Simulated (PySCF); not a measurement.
# [Nd(O2)]+: other functionals and bases at one geometry

An exercise on one series of results from a longer session: the logs are not shown, and one member is left open.

The runs use PySCF 2.14.0; several levels, as the steps say, no spin–orbit coupling.

3 further runs of the same task are left out: 2 for a known fault of the program, 1 that didn't finish.

## The starting structure

3 atoms, charge 1, spin multiplicity 1.

Bond lengths: Nd1–O2 2.026 Å, Nd1–O3 2.026 Å, O2–O3 1.488 Å. Angles: O2–Nd1–O3 43.1°, Nd1–O2–O3 68.5°, Nd1–O3–O2 68.5°.

Coordinates:

```xyz
3

Nd    0.0000    0.0000   -0.2204
O     0.7440    0.0000    1.6642
O    -0.7440    0.0000    1.6642
```

Formal oxidation states: Nd +3. Each metal's 3 4f electrons lie in its core potential, so multiplicities, spins and levels count the valence alone. An earlier session relaxed this geometry at B3LYP, Nd lcecp-1-SVP with ECP49, O def2-SVP (singlet, point group C2v).

At B3LYP on the finer grid: E = -183.981921 Eh, HOMO -11.92 eV, LUMO -7.86 eV, Mulliken charge on Nd1 +1.39 e, largest force component 0.001 eV/Å. 

Levels to run: PBE; CAM-B3LYP; BLYP; wB97X; B3LYP, TZVP. Hardware: 2 threads of Arm Neoverse V1, shared host.

The first run:

The input, run.py (the lines that set the calculation):

```python
mol = gto.M(atom='''
Nd     0.00000     0.00000    -0.22037
O      0.74405     0.00000     1.66424
O     -0.74405     0.00000     1.66424''',
    basis={'Nd': 'lcecp-1-SVP', 'O': 'def2-SVP'},
    ecp={'Nd': 'lcecp-1-SVP'},
    charge=1, spin=0)
mf = dft.RKS(mol, xc='PBE')
mf.grids.atom_grid = (75, 302)  # f atoms: unpruned, at least (60, 302)
mf = mf.density_fit()  # fitting sets: Nd AutoAux, O def2-universal-JKFIT
mf.conv_tol = 1e-08; mf.max_cycle = 55
mf.kernel(dm0)  # dm0: the density of the relaxed state
```

Started as:

```bash
$ OMP_NUM_THREADS=2 python run.py
```

Among the steps run: PBE; CAM-B3LYP; BLYP; wB97X; B3LYP, TZVP.

One table of the session follows, with a row left open; its other results are not shown here.

| level | HOMO (eV) | gap (eV) | charge on Nd1 (e) | dipole (D) | largest force component (eV/Å) |
| --- | --- | --- | --- | --- | --- |
| B3LYP (relaxed here) | -11.92 | 4.06 | 1.39 | 7.91 | 0.00 |
| PBE | -10.82 | 2.61 | 1.30 | 7.17 | 0.30 |
| CAM-B3LYP | -13.46 | 6.66 | 1.42 | 8.37 | 0.65 |
| BLYP | ? | ? | ? | ? | ? |
| wB97X | -14.35 | 8.98 | 1.45 | 8.65 | 0.85 |
| B3LYP, TZVP | -11.81 | 4.02 | 1.66 | 8.04 | 0.44 |

Estimate the missing values for BLYP.

**Answer.** HOMO (eV): -10.70; gap (eV): 2.44; charge on Nd1 (e): 1.29; dipole (D): 7.17; largest force component (eV/Å): 0.92. In the column «HOMO (eV)» it is the highest.

The dipole of a charged species depends on the origin, so these sizes hold for this origin alone.

In one basis the HOMO–LUMO gap runs from 2.44 eV (BLYP) to 8.98 eV (wB97X). The largest leftover force, 0.92 eV/Å with BLYP, stands at a geometry relaxed at another level. With 4f in the core, its levels are missing from HOMO and gap, and its count is fixed, so no charge can pass from the ligands into it. Total energies of different levels can't be compared.
